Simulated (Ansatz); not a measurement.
# WS (P1) in Ansatz: convergence with wavefunction cutoff

Aim: find how far wavefunction cutoff must go before the results for WS settle, at PBEsol. This setting moves, with any that are tied to it; all else stays.

All numbers are computed with Ansatz 0.2.0; they aren't measurements. Logs are shortened: lines on timing, memory, paths and dates and some standing lists are left out, and cuts for length are marked.

## (1) The cell of the first run

The typed cell holds 2 atoms: a = 3.927 Å, b = 3.927 Å, c = 3.927 Å, α = 113.39°, β = 113.39°, γ = 101.88°.

The cell was built by a generator and needn't be a form met in nature.

The cell isn't the ideal one: atoms moved at random, drawn with an rms of 0.05 Å.

## (2) With wavefunction cutoff 400 eV

input.yaml reads:

```yaml
crystal:
  lattice:
    - [-2.15646527, 2.15646527, 2.47472653]
    - [2.15646527, -2.15646527, 2.47472653]
    - [2.15646527, 2.15646527, -2.47472653]
  atoms:
    - { symbol: W, position: [0.496193, 0.499185, 0.000855] }
    - { symbol: S, position: [0.00257, 0.002956, -0.01707] }
hamiltonian:
  xc: pbesol
  pseudopotentials: { kind: paw, source: jth, xc_functional: pbe }
kpoints:
  mp_grid: { grid: [6, 6, 6] }
scf:
  occupations: { method: gaussian, width: 0.05 }
output:
  forces: true
  stress: true
  eigenvalues: true
basis:
  ecutwfc: "400 eV"
```

Potentials or basis: JTH PAW.

Command:

```console
ansatz run input.yaml --threads 2 --pin off --max-ram 5632MiB --backend cpu --events-out ev --progress --plain --runs-dir out
```

The program printed:

```text
Warning: basis.ecutwfc = 400 eV is below the records' recommended 1290 eV, and the density's cutoff is lower with it unless basis.ecutrho_ratio is high enough to keep the records' density cutoff: compare with a run at a higher cutoff
Warning: the checks of this W dataset prove no rule for summing its radial tables, as where they were carried onto another mesh than they were made on, and Gregory's rule is taken, under which a leading mesh point left out moves its sums only by what lay on the interval it spanned. That does not make them correct, and they differ from Quantum ESPRESSO's on this file; a re-export a fraction of a mesh step off can move them. hamiltonian.pseudopotentials.radial_quadrature: simpson_from_first_knot sums it by `pw.x`'s rule; on a PAW file no value gives `pw.x`'s numbers. What more to know: hamiltonian.pseudopotentials.radial_quadrature, in the input reference
Warning: the checks of this S dataset prove no rule for summing its radial tables, as where they were carried onto another mesh than they were made on, and Gregory's rule is taken, under which a leading mesh point left out moves its sums only by what lay on the interval it spanned. That does not make them correct, and they differ from Quantum ESPRESSO's on this file; a re-export a fraction of a mesh step off can move them. hamiltonian.pseudopotentials.radial_quadrature: simpson_from_first_knot sums it by `pw.x`'s rule; on a PAW file no value gives `pw.x`'s numbers. What more to know: hamiltonian.pseudopotentials.radial_quadrature, in the input reference
Warning: RAYON_NUM_THREADS=2 ignored (pool sized by the plan → 2); use --threads N
Engine: ansatz 0.2.0, aarch64-unknown-linux-gnu
Pseudopotentials: kind: paw
Pseudopotential: W, paw, valence charge 14, recommended cutoff 1290 eV (normal), W.paw.azcp
Pseudopotential: S, paw, valence charge 6, recommended cutoff 780 eV (normal), S.paw.azcp
Functional definition: PBEsol
  exchange = pbesol_x
  correlation = pbesol_c
Crystal: 2 atoms, lattice volume = 46.033 Å³
Basis set: ecut = 400 eV, 829 PW (Γ), exchange–correlation on 54×54×54 points (8 copies of the dense FFT grid, shifted against one another)
Bands: 14, of which v1, the nominal top of the filled ones, is band 10 counted from 1 (9 counted from 0)
Symmetry: 1 space group operations
Space group: P1 (ITA 1), of the structure as read, at distance tolerance 3.6e-5 Å
k-points: 112 of 216 (time reversal used)
Non-local potential: W, projectors of the file, l = 0: 2, l = 1: 2, l = 2: 2
Non-local potential: S, projectors of the file, l = 0: 2, l = 1: 2
PAW form: soft (Blöchl's): semilocal exchange-correlation on the pseudo side does not see the compensation charge
PAW frozen core: S, regenerated for the run's functional, and the local potential with it (the file was generated under x = pbe(κ = 0.804, μ = 0.2195149727645171), c = pbe(β = 0.06672455060314922))
PAW one-centre angular grid: W, 590 points (default); XC on 96 Gauss nodes
PAW one-centre angular grid: S, 110 points (default); XC on 64 Gauss nodes
Initial density: superposition of atomic densities (chi_scale 0.1, normalization cell, long waves kept (reshape's long-wave potential 0.00 eV rms))
Initial wavefunctions: pseudopotential atomic-orbital guess
Functional: x = pbesol(κ = 0.804, μ = 0.12345679012345678), c = pbesol(β = 0.046)
SCF iter   1: F=—  HF=-11097.801474 eV  |F-HF|=—  |Δ(HF+E_count)|=         —  Δρ=4.17e-2  dr2=4.30e-1  ethr=3.10e-3  ⟨swp⟩=9.7  Hψ=13135  notcnv=0
preconditioner: auto → Kerker (q_TF=auto, 2.374 Å⁻¹)  [metal: Δε(μ)=0.004 eV  Ē_g=6.424 eV  σ=0.050 eV  W_gap=0.04  n_scr=12 (ndim 8)  ℏωp=19.0 eV  f_vac=0.002  D(μ)=5.47/eV (n_scr^D=78)]
SCF iter   2: F=—  HF=-11097.689992 eV  |F-HF|=—  |Δ(HF+E_count)|=   1.11e-1  Δρ=2.31e-2  dr2=1.18e-1  ethr=2.15e-3  ⟨swp⟩=1.9  Hψ=2630  notcnv=0  defer=12
SCF iter   3: F=—  HF=-11097.640912 eV  |F-HF|=—  |Δ(HF+E_count)|=   4.91e-2  Δρ=5.62e-3  dr2=1.32e-2  ethr=5.88e-4  ⟨swp⟩=2.7  Hψ=2568  notcnv=0  defer=12
SCF iter   4: F=—  HF=-11097.638597 eV  |F-HF|=—  |Δ(HF+E_count)|=   2.32e-3  Δρ=1.32e-3  dr2=3.96e-4  ethr=6.58e-5  ⟨swp⟩=2.2  Hψ=2390  notcnv=0  defer=12
SCF iter   5: F=—  HF=-11097.638573 eV  |F-HF|=—  |Δ(HF+E_count)|=   2.39e-5  Δρ=2.04e-4  dr2=1.66e-5  ethr=1.98e-6  ⟨swp⟩=2.6  Hψ=2408  notcnv=0  defer=12
SCF iter   6: F=—  HF=-11097.638449 eV  |F-HF|=—  |Δ(HF+E_count)|=   1.24e-4  Δρ=7.65e-5  dr2=3.04e-6  ethr=8.28e-8  ⟨swp⟩=2.5  Hψ=2510  notcnv=0  defer=12
SCF iter   7: F=—  HF=-11097.638449 eV  |F-HF|=—  |Δ(HF+E_count)|=   3.78e-8  Δρ=2.28e-5  dr2=3.06e-7  ethr=1.52e-8  ⟨swp⟩=1.6  Hψ=1973  notcnv=0  defer=12
SCF iter   8: F=-11097.638449 eV  HF=-11097.638449 eV  |F-HF|=1.59e-8  |Δ(HF+E_count)|=   4.12e-9  Δρ=7.63e-6  dr2=3.21e-8  ethr=5.00e-10  ⟨swp⟩=7.9  Hψ=8211  notcnv=0
SCF 1 converged in 8 iterations: F = -11097.638449 eV  dr2 = 3.21e-8
SCF converged after 8 iterations
Free energy (F): -11097.638449 eV
Harris-Foulkes:  -11097.638449 eV  (|F-HF|=1.59e-8)
Internal energy: -11097.630472 eV  (E = F + TS)
E sigma→0 (E₀):  -11097.634460 eV
Entropy (-TS):   -0.007976 eV (-3.988 meV/atom)
Fermi energy:    9.886039 eV
--- Per-component energies (eV) ---
  E_band       = -244.450363
  E_kinetic    = 301.039003
  E_local      = -1222.364621  (includes V_loc(G=0)·N_el)
  E_nonlocal   = 305.903958
  E_hartree    = 479.446954
  E_xc         = -299.650106
  E_vxc        = -210.103071  (∫ρ·V_xc dr)
  E_paw        = -9102.788857  (= ΣΔE_a)
  E_vpaw       = -377.817160  (= ΣTr[D̂ρ^β])
  E_aug_tail   = 0.002121  (compensation charges beyond the density's cutoff)
  E_ewald      = -1559.280874
  E_core_change = 0.061951  (= ΣΔE_core)
  E_smearing   = -0.007976  (= −TS)
  E_closure    = 0.000000  (closes the sum)
  Σ components = -11097.638449   (vs F -11097.638449, Δ=0.00e0)
--- Forces (eV/Å), atoms counted from 1 ---
  atom   1  W      0.25812731     0.20148212     0.08073566
  atom   2  S     -0.25812586    -0.20148882    -0.08075002
  max |Σ_I F_I| component: 1.44e-5 eV/Å
--- Stress (GPa, compression-positive) ---
      -24.045064      -0.051249      -0.097559
       -0.051249     -24.041480      -0.069596
       -0.097558      -0.069595     -31.107486
  P = ⅓ Tr σ = -26.3980 GPa (-263.980 kbar)
--- Band table (eV; the first three rows and the last of 112) ---
  k-point 0: bands = ["-64.9437", "-29.1142", "-29.0187", "-29.0146", "-4.5838", "6.7665", "7.2157", "7.2695", "8.0115", "8.3900", "8.4128", "8.8307", "9.6301", "10.9937"]
  k-point 1: bands = ["-64.9436", "-29.1171", "-29.0248", "-29.0152", "-4.4160", "5.4938", "6.4821", "7.0771", "8.1715", "8.5455", "9.0067", "10.0203", "10.4547", "11.6832"]
  k-point 2: bands = ["-64.9434", "-29.1224", "-29.0369", "-29.0162", "-4.1055", "4.6119", "6.1470", "6.8786", "7.8087", "8.8808", "9.9984", "10.3384", "11.0388", "11.8562"]
  k-point 111: bands = ["-64.9426", "-29.1381", "-29.0355", "-29.0314", "-3.7306", "4.9642", "5.8792", "5.8834", "7.7822", "10.0884", "10.1087", "10.2288", "10.2301", "11.1491"]
```

Run time: 3.4 s. Hardware: 2 threads of Arm Neoverse V1, shared host; peak memory 0.33 GiB.

What came out:

```
Free energy            : -11097.6384 eV
Pressure               : -26.4 GPa
Largest force          : 0.337 eV/Å
Band gap on the k mesh : none (metal or under the smearing width)
```

## (3) With wavefunction cutoff 500 eV

Changes to input.yaml since step 2:

```diff
@@ -20,2 +20,2 @@
 basis:
-  ecutwfc: "400 eV"
+  ecutwfc: "500 eV"
```

Potentials or basis: JTH PAW.

Command:

```console
ansatz run input.yaml --threads 2 --pin off --max-ram 5632MiB --backend cpu --events-out ev --progress --plain --runs-dir out
```

It took 4.5 s on 2 threads of Arm Neoverse V1, shared host; peak memory 0.36 GiB.

Results:

| Property | Result |
| --- | --- |
| Free energy | -11097.6838 eV |
| Pressure | -26.5 GPa |
| Largest force | 0.337 eV/Å |
| Band gap on the k mesh | none (metal or under the smearing width) |

## (4) With wavefunction cutoff 600 eV

Changes to input.yaml since step 3:

```diff
@@ -20,2 +20,2 @@
 basis:
-  ecutwfc: "500 eV"
+  ecutwfc: "600 eV"
```

Command:

```console
ansatz run input.yaml --threads 2 --pin off --max-ram 5632MiB --backend cpu --events-out ev --progress --plain --runs-dir out
```

It took 7 s on 2 threads of Arm Neoverse V1, shared host; peak memory 0.4 GiB.

Results:

```yaml
Free_energy: -11097.7036 eV
Pressure: -26.6 GPa
Largest_force: 0.338 eV/Å
Band_gap_on_the_k_mesh: none (metal or under the smearing width)
```

## (5) With wavefunction cutoff 700 eV

Changes to input.yaml since step 4:

```diff
@@ -20,2 +20,2 @@
 basis:
-  ecutwfc: "600 eV"
+  ecutwfc: "700 eV"
```

Command:

```console
ansatz run input.yaml --threads 2 --pin off --max-ram 5632MiB --backend cpu --events-out ev --progress --plain --runs-dir out
```

Run time: 7.9 s. Hardware: 2 threads of Arm Neoverse V1, shared host; peak memory 0.44 GiB.

Results:

```yaml
Free_energy: -11097.7144 eV
Pressure: -26.6 GPa
Largest_force: 0.337 eV/Å
Band_gap_on_the_k_mesh: none (metal or under the smearing width)
```

## (6) With wavefunction cutoff 850 eV

Changes to input.yaml since step 5:

```diff
@@ -20,2 +20,2 @@
 basis:
-  ecutwfc: "700 eV"
+  ecutwfc: "850 eV"
```

Potentials or basis: JTH PAW.

Command:

```console
ansatz run input.yaml --threads 2 --pin off --max-ram 5632MiB --backend cpu --events-out ev --progress --plain --runs-dir out
```

Wall time 10 s (2 threads of Arm Neoverse V1, shared host); peak memory 0.5 GiB.

Results (log left out):

- Free energy: -11097.7170 eV
- Pressure: -26.6 GPa
- Largest force: 0.337 eV/Å
- Band gap on the k mesh: none (metal or under the smearing width)

## (7) With wavefunction cutoff 1000 eV

Changes to input.yaml since step 6:

```diff
@@ -20,2 +20,2 @@
 basis:
-  ecutwfc: "850 eV"
+  ecutwfc: "1000 eV"
```

Command:

```console
ansatz run input.yaml --threads 2 --pin off --max-ram 5632MiB --backend cpu --events-out ev --progress --plain --runs-dir out
```

Run time: 10 s. Hardware: 2 threads of Arm Neoverse V1, shared host; peak memory 0.59 GiB.

Results (log left out):

```
Free energy            : -11097.7205 eV
Pressure               : -26.6 GPa
Largest force          : 0.337 eV/Å
Band gap on the k mesh : none (metal or under the smearing width)
```

## (8) With wavefunction cutoff 1200 eV

Changes to input.yaml since step 7:

```diff
@@ -20,2 +20,2 @@
 basis:
-  ecutwfc: "1000 eV"
+  ecutwfc: "1200 eV"
```

Command:

```console
ansatz run input.yaml --threads 2 --pin off --max-ram 5632MiB --backend cpu --events-out ev --progress --plain --runs-dir out
```

Wall time 13 s (2 threads of Arm Neoverse V1, shared host); peak memory 0.67 GiB.

It converged, with:

| Item | Value |
| --- | --- |
| Free energy | -11097.7215 eV |
| Pressure | -26.6 GPa |
| Largest force | 0.337 eV/Å |
| Band gap on the k mesh | none (metal or under the smearing width) |

## (9) With wavefunction cutoff 1400 eV

Changes to input.yaml since step 8:

```diff
@@ -20,2 +20,2 @@
 basis:
-  ecutwfc: "1200 eV"
+  ecutwfc: "1400 eV"
```

Potentials or basis: JTH PAW.

Command:

```console
ansatz run input.yaml --threads 2 --pin off --max-ram 5632MiB --backend cpu --events-out ev --progress --plain --runs-dir out
```

It took 16 s on 2 threads of Arm Neoverse V1, shared host; peak memory 0.68 GiB.

The run converged. Its results:

| Quantity | Value |
| --- | --- |
| Free energy | -11097.7225 eV |
| Pressure | -26.6 GPa |
| Largest force | 0.337 eV/Å |
| Band gap on the k mesh | none (metal or under the smearing width) |

## (10) With wavefunction cutoff 1700 eV

Changes to input.yaml since step 9:

```diff
@@ -20,2 +20,2 @@
 basis:
-  ecutwfc: "1400 eV"
+  ecutwfc: "1700 eV"
```

Command:

```console
ansatz run input.yaml --threads 2 --pin off --max-ram 5632MiB --backend cpu --events-out ev --progress --plain --runs-dir out
```

Wall time 24 s (2 threads of Arm Neoverse V1, shared host); peak memory 0.84 GiB.

Results (log left out):

| Quantity | Value |
| --- | --- |
| Free energy | -11097.7230 eV |
| Pressure | -26.6 GPa |
| Largest force | 0.337 eV/Å |
| Band gap on the k mesh | none (metal or under the smearing width) |

## (11) Result

| wavefunction cutoff | energy less the tightest run, at zero smearing (meV/atom) | pressure (GPa) | SCF cycles | CPU time (s) | peak memory (GiB) |
| --- | --- | --- | --- | --- | --- |
| 400 eV | 42.29 | -26.40 | 8 | 6.7 | 0.33 |
| 500 eV | 19.63 | -26.55 | 8 | 8.8 | 0.36 |
| 600 eV | 9.73 | -26.59 | 8 | 14 | 0.4 |
| 700 eV | 4.31 | -26.60 | 8 | 16 | 0.44 |
| 850 eV | 3.00 | -26.60 | 8 | 20 | 0.5 |
| 1000 eV | 1.25 | -26.60 | 8 | 20 | 0.59 |
| 1200 eV | 0.79 | -26.60 | 8 | 26 | 0.67 |
| 1400 eV | 0.25 | -26.60 | 8 | 31 | 0.68 |
| 1700 eV | 0.00 | -26.60 | 8 | 48 | 0.84 |

Against the tightest run, the energy stays within 1 meV/atom from 1200 eV on; the pressure stays within 0.1 GPa from 500 eV on. The tightest run that finished is the yardstick and may itself not be fully converged.
